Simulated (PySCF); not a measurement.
# C₂H₈SSi: magnetic properties, part 1 of 2

Aim: compute the magnetic properties of C₂H₈SSi (`[SiH3]CCS`).

Programs: PySCF 2.14.0, with routines of our own; each step states its level. All values are computed. Atoms count from 0.

## 1. The starting structure

12 atoms, charge 0, multiplicity 1; geometry from: GFN2-xTB.

## 2. Relaxing the molecule at PBE0-D3(BJ)/def2-SVP

What the job is given:

```
{"job": {"xc": "PBE0", "basis": "def2-SVP", "d3": "d3bj", "grid": 1, "kind": "geom"}, "charge": 0, "multiplicity": 1}
Si     1.797675     0.158559    -0.101445
C     -0.054839     0.135272    -0.552309
C     -0.906935    -0.430831     0.562440
S     -2.683049    -0.536814     0.116136
H      2.249147    -1.209589     0.151714
H      2.529968     0.746547    -1.221387
H      1.980649     0.969965     1.103159
H     -0.211850    -0.456555    -1.456149
H     -0.389596     1.149504    -0.784091
H     -0.628340    -1.458427     0.793161
H     -0.833241     0.165789     1.471606
H     -2.848391     0.765895    -0.108862
```

The run is started by

```bash
$ OMP_NUM_THREADS=1 python excited_run.py task.json out
```

The driver reads the jobs from task.json and runs them one after another.

What it wrote:

```text
step   0  E = -768.07050110  max force = 0.019721
step   1  E = -768.07286792  max force = 0.003179
step   2  E = -768.07293525  max force = 0.000597
step   3  E = -768.07294401  max force = 0.000222
optimisation converged
```

It took 9.8 s on 1 thread of Intel Xeon Platinum 8559C, shared host; peak memory 0.52 GiB.

The steps of the relaxation:

| step | energy from step 0 (eV) | largest force component (eV/Å) |
| --- | --- | --- |
| 0 | 0.0000 | 1.0141 |
| 1 | -0.0644 | 0.1635 |
| 2 | -0.0662 | 0.0307 |
| 3 | -0.0665 | 0.0114 |

Close pairs (by a distance rule), those that changed most:

| bond | before (Å) | after (Å) | change (Å) |
| --- | --- | --- | --- |
| Si0–H4 | 1.463 | 1.496 | +0.033 |
| Si0–H5 | 1.462 | 1.495 | +0.033 |
| Si0–H6 | 1.464 | 1.496 | +0.033 |
| S3–H11 | 1.332 | 1.351 | +0.018 |
| Si0–C1 | 1.907 | 1.891 | -0.016 |
| C2–H9 | 1.089 | 1.102 | +0.012 |
| C2–S3 | 1.834 | 1.823 | -0.012 |
| C2–H10 | 1.090 | 1.101 | +0.011 |

The end geometry stands in the next job.

| at the end point | value |
| --- | --- |
| point group (found at 0.08 Å tolerance) | C1 |
| rotational constants (GHz, main isotopes) | 20.905, 1.430, 1.393 |
| dipole moment (D) | 1.14 |

## 3. Magnetic properties: GIAO wB97X/aug-pcSseg-1

What the job is given:

```
{"job": {"kind": "mag", "xc": "wB97X", "basis": "aug-pcSseg-1"}, "charge": 0, "multiplicity": 1}
Si     1.829097     0.161486    -0.020206
C     -0.014147     0.131730    -0.441739
C     -0.886685    -0.424069     0.672756
S     -2.656314    -0.562534     0.258047
H      2.323311    -1.225265     0.246341
H      2.609531     0.744048    -1.153889
H      2.069802     0.987537     1.204079
H     -0.157440    -0.458848    -1.362131
H     -0.322691     1.162259    -0.690291
H     -0.595605    -1.457117     0.922037
H     -0.778924     0.161113     1.599562
H     -2.870885     0.757463     0.069442
```

With the program's defaults for keys left out, this is: GIAO wB97X/aug-pcSseg-1 magnetisability, rotational g tensor and spin-rotation constants, non-relativistic, gas phase.

What it wrote:

```text
coarse grid: 10384 points
cycle   1  E = -768.5826533607  dE =  9.232e-02  |g| = 2.686e-01  |ddm| = 4.001e+00
cycle   2  E = -768.6038541348  dE = -2.120e-02  |g| = 1.603e-01  |ddm| = 8.912e-01
cycle   3  E = -768.6098906824  dE = -6.037e-03  |g| = 3.371e-02  |ddm| = 3.270e-01
cycle   4  E = -768.6102635568  dE = -3.729e-04  |g| = 1.198e-02  |ddm| = 1.076e-01
cycle   5  E = -768.6103110039  dE = -4.745e-05  |g| = 3.449e-03  |ddm| = 3.889e-02
cycle   6  E = -768.6103156639  dE = -4.660e-06  |g| = 8.656e-04  |ddm| = 9.898e-03
final grid: 89064 points
cycle   7  E = -768.6436140005  dE = -6.850e-05  |g| = 3.181e-03  |ddm| = 9.400e-02
cycle   8  E = -768.6436160873  dE = -2.087e-06  |g| = 1.335e-03  |ddm| = 1.511e-02
cycle   9  E = -768.6436164356  dE = -3.483e-07  |g| = 3.976e-04  |ddm| = 2.634e-03
cycle  10  E = -768.6436164905  dE = -5.494e-08  |g| = 1.203e-04  |ddm| = 1.388e-03
cycle  11  E = -768.6436164963  dE = -5.754e-09  |g| = 3.480e-05  |ddm| = 4.123e-04
cycle  12  E = -768.6436164969  dE = -5.913e-10  |g| = 1.056e-05  |ddm| = 1.281e-04
converged SCF energy = -768.6436164969

Magnetisability tensor (1e-30 J/T^2)
    -1181.54       -2.66      -16.56
       -2.66    -1038.88       14.99
      -16.56       14.99    -1039.35
isotropic -1086.59   principal values   -1183.45  -1053.38  -1022.95
isotropic susceptibility -65.436 1e-6 cm^3/mol

Inertial axes            a          b          c
rot. const./GHz     20.9053     1.4303     1.3933
chi total           -70.789    -63.691    -61.828
chi diamagnetic    -160.312   -907.157   -932.179
chi paramagnetic     89.523    843.465    870.351
quadrupole/D A       -6.616      2.582      4.034
g nuclear            0.8432     0.5559     0.5573
g electronic        -0.8792    -0.5668    -0.5697
g total             -0.0360    -0.0109    -0.0124

Spin-rotation constants (kHz, H = +C I.J)
atom  isotope        aa         bb         cc
  4     1H       -1.808     -0.063     -0.019
  5     1H       -0.821     -0.017     -0.126
  6     1H       -1.798     -0.081     -0.001
  7     1H       -2.111     -0.105     -0.030
  8     1H       -2.192     -0.084     -0.058
  9     1H       -2.128     -0.081     -0.038
 10     1H       -2.224     -0.090     -0.001
 11     1H       -2.608     -0.104     -0.019
  0   29Si*     -10.493     -0.800     -0.782
  1    13C*       2.787      0.196      0.212
  2    13C*       3.028      0.208      0.234
  3    33S*       4.028      0.310      0.406
* in the singly substituted isotopologue
```

It took 26 s on 1 thread of Intel Xeon Platinum 8559C, shared host; peak memory 0.82 GiB.

In short:

| quantity | value |
| --- | --- |
| magnetisability | -1087·10⁻³⁰ J/T² |
| molar susceptibility | -65.4·10⁻⁶ cm³/mol |
| rotational g (a, b, c) | -0.0360, -0.0109, -0.0124 |

## 4. Magnetic properties: GIAO OPBE/aug-pcSseg-1

Settings changed since step 3:

```diff
@@ -1,2 +1,2 @@
-{"job": {"kind": "mag", "xc": "wB97X", "basis": "aug-pcSseg-1"}, "charge": 0, "multiplicity": 1}
+{"job": {"kind": "mag", "xc": "OPBE", "basis": "aug-pcSseg-1"}, "charge": 0, "multiplicity": 1}
 Si     1.829097     0.161486    -0.020206
```

With the program's defaults for keys left out, this is: GIAO OPBE/aug-pcSseg-1 magnetisability, rotational g tensor and spin-rotation constants, non-relativistic, gas phase.

What it wrote:

```text
coarse grid: 10384 points
cycle   1  E = -768.5080204559  dE = -1.965e-02  |g| = 3.654e-01  |ddm| = 5.082e+00
cycle   2  E = -768.4551770120  dE =  5.284e-02  |g| = 5.710e-01  |ddm| = 1.644e+00
cycle   3  E = -768.5477398135  dE = -9.256e-02  |g| = 7.562e-02  |ddm| = 1.126e+00
cycle   4  E = -768.5493318766  dE = -1.592e-03  |g| = 3.056e-02  |ddm| = 2.667e-01
cycle   5  E = -768.5495674799  dE = -2.356e-04  |g| = 6.830e-03  |ddm| = 7.071e-02
cycle   6  E = -768.5495792466  dE = -1.177e-05  |g| = 2.330e-03  |ddm| = 1.770e-02
cycle   7  E = -768.5495805294  dE = -1.283e-06  |g| = 5.895e-04  |ddm| = 5.218e-03
final grid: 89064 points
cycle   8  E = -768.5730410604  dE = -1.087e-04  |g| = 1.409e-02  |ddm| = 1.982e-01
cycle   9  E = -768.5729432967  dE =  9.776e-05  |g| = 2.313e-02  |ddm| = 7.351e-02
cycle  10  E = -768.5730874487  dE = -1.442e-04  |g| = 2.606e-03  |ddm| = 4.901e-02
cycle  11  E = -768.5730889865  dE = -1.538e-06  |g| = 9.903e-04  |ddm| = 7.535e-03
cycle  12  E = -768.5730892526  dE = -2.661e-07  |g| = 1.331e-04  |ddm| = 2.267e-03
cycle  13  E = -768.5730892579  dE = -5.361e-09  |g| = 4.261e-05  |ddm| = 3.907e-04
cycle  14  E = -768.5730892584  dE = -4.859e-10  |g| = 1.118e-05  |ddm| = 9.645e-05
converged SCF energy = -768.5730892584

Magnetisability tensor (1e-30 J/T^2)
    -1175.94       -4.32      -18.64
       -4.32    -1025.91       13.84
      -18.64       13.84    -1030.78
isotropic -1077.54   principal values   -1178.34  -1041.48  -1012.81
isotropic susceptibility -64.891 1e-6 cm^3/mol

Inertial axes            a          b          c
rot. const./GHz     20.9053     1.4303     1.3933
chi total           -70.449    -63.097    -61.128
chi diamagnetic    -159.329   -906.481   -931.432
chi paramagnetic     88.881    843.384    870.305
quadrupole/D A       -6.923      2.796      4.127
g nuclear            0.8432     0.5559     0.5573
g electronic        -0.8729    -0.5667    -0.5697
g total             -0.0297    -0.0108    -0.0123

Spin-rotation constants (kHz, H = +C I.J)
atom  isotope        aa         bb         cc
  4     1H       -1.787     -0.061     -0.017
  5     1H       -0.798     -0.015     -0.124
  6     1H       -1.776     -0.079      0.001
  7     1H       -2.094     -0.102     -0.027
  8     1H       -2.181     -0.080     -0.054
  9     1H       -2.116     -0.078     -0.032
 10     1H       -2.201     -0.086      0.006
 11     1H       -2.619     -0.102     -0.017
  0   29Si*     -10.525     -0.797     -0.777
  1    13C*       2.875      0.201      0.216
  2    13C*       3.115      0.219      0.253
  3    33S*       3.985      0.321      0.404
* in the singly substituted isotopologue
```

It took 25 s on 1 thread of Intel Xeon Platinum 8559C, shared host; peak memory 0.63 GiB.

In short:

| quantity | value |
| --- | --- |
| magnetisability | -1078·10⁻³⁰ J/T² |
| molar susceptibility | -64.9·10⁻⁶ cm³/mol |
| rotational g (a, b, c) | -0.0297, -0.0108, -0.0123 |

## 5. Magnetic properties: GIAO B3LYP/6-311G**

Settings changed since step 4:

```diff
@@ -1,2 +1,2 @@
-{"job": {"kind": "mag", "xc": "OPBE", "basis": "aug-pcSseg-1"}, "charge": 0, "multiplicity": 1}
+{"job": {"kind": "mag", "xc": "B3LYP", "basis": "6-311G**"}, "charge": 0, "multiplicity": 1}
 Si     1.829097     0.161486    -0.020206
```

Method: GIAO B3LYP/6-311G** magnetisability, rotational g tensor and spin-rotation constants, non-relativistic, gas phase.

What it wrote:

```text
coarse grid: 10384 points
cycle   1  E = -768.7575100087  dE = -3.292e-03  |g| = 3.530e-01  |ddm| = 2.504e+00
cycle   2  E = -768.7475109859  dE =  9.999e-03  |g| = 3.888e-01  |ddm| = 6.362e-01
cycle   3  E = -768.7867176666  dE = -3.921e-02  |g| = 6.197e-02  |ddm| = 3.587e-01
cycle   4  E = -768.7875522985  dE = -8.346e-04  |g| = 2.858e-02  |ddm| = 8.973e-02
cycle   5  E = -768.7877514380  dE = -1.991e-04  |g| = 4.771e-03  |ddm| = 3.188e-02
cycle   6  E = -768.7877554095  dE = -3.971e-06  |g| = 1.685e-03  |ddm| = 4.460e-03
final grid: 89064 points
cycle   7  E = -768.7859169634  dE = -1.345e-05  |g| = 4.325e-03  |ddm| = 1.614e-02
cycle   8  E = -768.7859128641  dE =  4.099e-06  |g| = 5.756e-03  |ddm| = 7.191e-03
cycle   9  E = -768.7859211943  dE = -8.330e-06  |g| = 4.072e-04  |ddm| = 4.583e-03
cycle  10  E = -768.7859212308  dE = -3.645e-08  |g| = 1.943e-04  |ddm| = 5.672e-04
cycle  11  E = -768.7859212402  dE = -9.460e-09  |g| = 2.691e-05  |ddm| = 1.736e-04
cycle  12  E = -768.7859212404  dE = -1.572e-10  |g| = 8.292e-06  |ddm| = 2.792e-05
converged SCF energy = -768.7859212404

Magnetisability tensor (1e-30 J/T^2)
    -1175.41       -2.84      -17.85
       -2.84    -1025.28       15.96
      -17.85       15.96    -1027.19
isotropic -1075.96   principal values   -1177.53  -1041.36  -1008.99
isotropic susceptibility -64.796 1e-6 cm^3/mol

Inertial axes            a          b          c
rot. const./GHz     20.9053     1.4303     1.3933
chi total           -70.398    -63.014    -60.976
chi diamagnetic    -160.837   -908.050   -933.012
chi paramagnetic     90.439    845.036    872.036
quadrupole/D A       -6.999      2.824      4.174
g nuclear            0.8432     0.5559     0.5573
g electronic        -0.8882    -0.5678    -0.5708
g total             -0.0450    -0.0119    -0.0135

Spin-rotation constants (kHz, H = +C I.J)
atom  isotope        aa         bb         cc
  4     1H       -1.825     -0.063     -0.020
  5     1H       -0.828     -0.018     -0.127
  6     1H       -1.817     -0.082     -0.002
  7     1H       -2.161     -0.107     -0.031
  8     1H       -2.241     -0.086     -0.059
  9     1H       -2.171     -0.083     -0.038
 10     1H       -2.269     -0.092      0.001
 11     1H       -2.671     -0.105     -0.019
  0   29Si*     -10.840     -0.825     -0.806
  1    13C*       2.984      0.209      0.231
  2    13C*       3.234      0.225      0.258
  3    33S*       4.376      0.337      0.433
* in the singly substituted isotopologue
```

Run time: 11 s. Hardware: 1 thread of Intel Xeon Platinum 8559C, shared host; peak memory 0.69 GiB.

Key values:

| quantity | value |
| --- | --- |
| magnetisability | -1076·10⁻³⁰ J/T² |
| molar susceptibility | -64.8·10⁻⁶ cm³/mol |
| rotational g (a, b, c) | -0.0450, -0.0119, -0.0135 |

(Continued in part 2 of 2.)
